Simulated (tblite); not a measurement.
# C6H12BF: the cost of one run

Computed with tblite 0.8.0 and PySCF 2.14.0, with density-fitted response routines of our own, on a single molecule in the gas phase. Atoms count from 0, in the outputs and in this text.

## 1. The starting structure

20 atoms, charge 0, multiplicity 1; geometry from: force field or distance geometry start.

Bonds of the start (Å): C0–C1 1.36, C1–F2 1.34, C1–B3 1.54, B3–C4 1.56, C4–C5 1.49, C5–C6 1.52, C6–C7 1.52, C0–H8 1.08, C0–H9 1.08, B3–H10 1.20, C4–H11 1.11, C4–H12 1.12, C5–H13 1.12, C5–H14 1.11, C6–H15 1.13, C6–H16 1.10, C7–H17 1.10, C7–H18 1.11, C7–H19 1.11.

## 2. Geometry optimisation with GFN2-xTB

Job settings and geometry (Å):

```
{"job": {"kind": "relax", "xc": "GFN2-xTB", "basis": "xTB"}, "charge": 0, "multiplicity": 1}
C      3.718100     0.512900    -0.125200
C      2.380300     0.423600     0.073100
F      1.747300     1.429700     0.686800
B      1.690200    -0.870900    -0.403700
C      0.163100    -1.081500    -0.655700
C     -0.628600     0.011400    -0.014800
C     -2.095200    -0.250600    -0.321500
C     -2.896500     0.855900     0.344600
H      4.217300    -0.314600    -0.608200
H      4.276300     1.388100     0.182200
H      2.397500    -1.831000    -0.571600
H     -0.056100    -1.089900    -1.748900
H     -0.177100    -2.060300    -0.235900
H     -0.485800     0.064000     1.090800
H     -0.370700     0.970800    -0.514000
H     -2.401200    -1.203200     0.210000
H     -2.287900    -0.323300    -1.404600
H     -2.171600     1.513000     0.840200
H     -3.536000     0.420500     1.145800
H     -3.488400     1.446100    -0.382200
```

Command:

```bash
> OMP_NUM_THREADS=1 python probes_run.py task.json out
```

One launch serves the whole session: the jobs run in the order shown.

**Question.** How long does this first job take on 1 thread of Arm Neoverse N1, shared host, and how much memory does it need?

About 1.7 s, with a peak of 0.18 GiB.
